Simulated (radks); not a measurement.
# Ionisation of Fe⁸⁺: one atom, several choices of relativity

Aim: the ionisation energy of Fe⁸⁺ ([Ar]) to Fe⁹⁺ ([Ne] 3s2 3p5) for each choice of relativity, and which comes nearest the tabulated value.

Method: Kohn-Sham, PBE, spin-unpolarised, spherical densities. Code: radks (a radial shooting solver on a logarithmic mesh, Libxc functionals) version 1.

### Step 1. The system

- element: iron (Z = 26)
- charge: +8
- electrons: 18
- configuration: [Ar]
- ion: Fe⁹⁺, [Ne] 3s2 3p5
- choices: non-relativistic; scalar-relativistic; Dirac, 2j+1 shares; Dirac, low j first; scalar-relativistic, finite nucleus; Dirac, 2j+1 shares, finite nucleus; Dirac, c × 2; Dirac, c × 5; Dirac, c × 0.75

### Step 2. non-relativistic: Fe⁸⁺

Input:

```text
Z 26
configuration [Ar]
relativity non-relativistic
functional pbe,pbe
spin unpolarised
nucleus point
```

### Step 3. non-relativistic: Fe⁹⁺

Input:

```text
Z 26
configuration [Ne] 3s2 3p5
relativity non-relativistic
functional pbe,pbe
spin unpolarised
nucleus point
```

### Step 4. scalar-relativistic: Fe⁸⁺

Input:

```text
Z 26
configuration [Ar]
relativity scalar-relativistic
functional pbe,pbe
spin unpolarised
nucleus point
c 137.035999084
```

### Step 5. scalar-relativistic: Fe⁹⁺

Changes since step 4:

```diff
@@ -1,3 +1,3 @@
 Z 26
-configuration [Ar]
+configuration [Ne] 3s2 3p5
 relativity scalar-relativistic
```

### Step 6. Dirac, 2j+1 shares: Fe⁸⁺

Input:

```text
Z 26
configuration [Ar]
relativity Dirac
functional pbe,pbe
spin unpolarised
j_filling average
nucleus point
c 137.035999084
```

### Step 7. Dirac, 2j+1 shares: Fe⁹⁺

Changes since step 6:

```diff
@@ -1,3 +1,3 @@
 Z 26
-configuration [Ar]
+configuration [Ne] 3s2 3p5
 relativity Dirac
```

### Step 8. Dirac, low j first: Fe⁸⁺

Input:

```text
Z 26
configuration [Ar]
relativity Dirac
functional pbe,pbe
spin unpolarised
j_filling energy
nucleus point
c 137.035999084
```

### Step 9. Dirac, low j first: Fe⁹⁺

Changes since step 8:

```diff
@@ -1,3 +1,3 @@
 Z 26
-configuration [Ar]
+configuration [Ne] 3s2 3p5
 relativity Dirac
```

### Step 10. scalar-relativistic, finite nucleus: Fe⁸⁺

Input:

```text
Z 26
configuration [Ar]
relativity scalar-relativistic
functional pbe,pbe
spin unpolarised
nucleus finite rms 3.7377 fm
c 137.035999084
```

### Step 11. scalar-relativistic, finite nucleus: Fe⁹⁺

Changes since step 10:

```diff
@@ -1,3 +1,3 @@
 Z 26
-configuration [Ar]
+configuration [Ne] 3s2 3p5
 relativity scalar-relativistic
```

### Step 12. Dirac, 2j+1 shares, finite nucleus: Fe⁸⁺

Input:

```text
Z 26
configuration [Ar]
relativity Dirac
functional pbe,pbe
spin unpolarised
j_filling average
nucleus finite rms 3.7377 fm
c 137.035999084
```

### Step 13. Dirac, 2j+1 shares, finite nucleus: Fe⁹⁺

Changes since step 12:

```diff
@@ -1,3 +1,3 @@
 Z 26
-configuration [Ar]
+configuration [Ne] 3s2 3p5
 relativity Dirac
```

### Step 14. Dirac, c × 2: Fe⁸⁺

Input:

```text
Z 26
configuration [Ar]
relativity Dirac
functional pbe,pbe
spin unpolarised
j_filling average
nucleus point
c 274.072
```

### Step 15. Dirac, c × 2: Fe⁹⁺

Changes since step 14:

```diff
@@ -1,3 +1,3 @@
 Z 26
-configuration [Ar]
+configuration [Ne] 3s2 3p5
 relativity Dirac
```

### Step 16. Dirac, c × 5: Fe⁸⁺

Input:

```text
Z 26
configuration [Ar]
relativity Dirac
functional pbe,pbe
spin unpolarised
j_filling average
nucleus point
c 685.18
```

### Step 17. Dirac, c × 5: Fe⁹⁺

Changes since step 16:

```diff
@@ -1,3 +1,3 @@
 Z 26
-configuration [Ar]
+configuration [Ne] 3s2 3p5
 relativity Dirac
```

### Step 18. Dirac, c × 0.75: Fe⁸⁺

Input:

```text
Z 26
configuration [Ar]
relativity Dirac
functional pbe,pbe
spin unpolarised
j_filling average
nucleus point
c 102.777
```

### Step 19. Dirac, c × 0.75: Fe⁹⁺

Changes since step 18:

```diff
@@ -1,3 +1,3 @@
 Z 26
-configuration [Ar]
+configuration [Ne] 3s2 3p5
 relativity Dirac
```

Before running it: what results should come out? Wanted: for each run, relativity; E(Fe⁸⁺); Δ-SCF; −ε(HOMO); <r> HOMO; error.

The runs gave:

```
                         relativity  E(Fe⁸⁺) (hartree)  Δ-SCF (eV)  −ε(HOMO) (eV)  <r> HOMO (bohr)  error (eV)
                   non-relativistic        -1242.68734      234.37         219.98           0.7617       +0.77
                scalar-relativistic        -1251.91446      234.84         220.44           0.7594       +1.24
                 Dirac, 2j+1 shares        -1251.94061      234.85         219.75           0.7614       +1.25
                 Dirac, low j first        -1251.94061      234.15         219.75           0.7614       +0.55
scalar-relativistic, finite nucleus        -1251.91032      234.84         220.44           0.7594       +1.24
 Dirac, 2j+1 shares, finite nucleus        -1251.93646      234.85         219.75           0.7614       +1.25
                       Dirac, c × 2        -1244.97033      234.49         219.92           0.7617       +0.89
                       Dirac, c × 5        -1243.05129      234.39         219.97           0.7617       +0.79
                    Dirac, c × 0.75        -1259.36928      235.23         219.57           0.7612       +1.63
```

In words: The NIST Atomic Spectra Database lists 233.6 eV (semi-empirical). The smallest miss is that of Dirac, low j first (+0.55 eV), the largest that of Dirac, 2j+1 shares, finite nucleus (+1.25 eV). Runs with a scaled speed of light are not ranked. The ionisation energies span 1.08 eV, the total energies of Fe⁸⁺ 454 eV (scaled speeds of light included): most of the change in the total cancels in the difference. From the non-relativistic level to Dirac, 2j+1 shares, finite nucleus the 1s level goes from -7114.0 to -7177.8 eV and the ionisation energy moves by +0.48 eV. Levels marked c × scale the speed of light and are no model of nature. Spin polarisation and multiplet splitting of open shells are left out at every level.
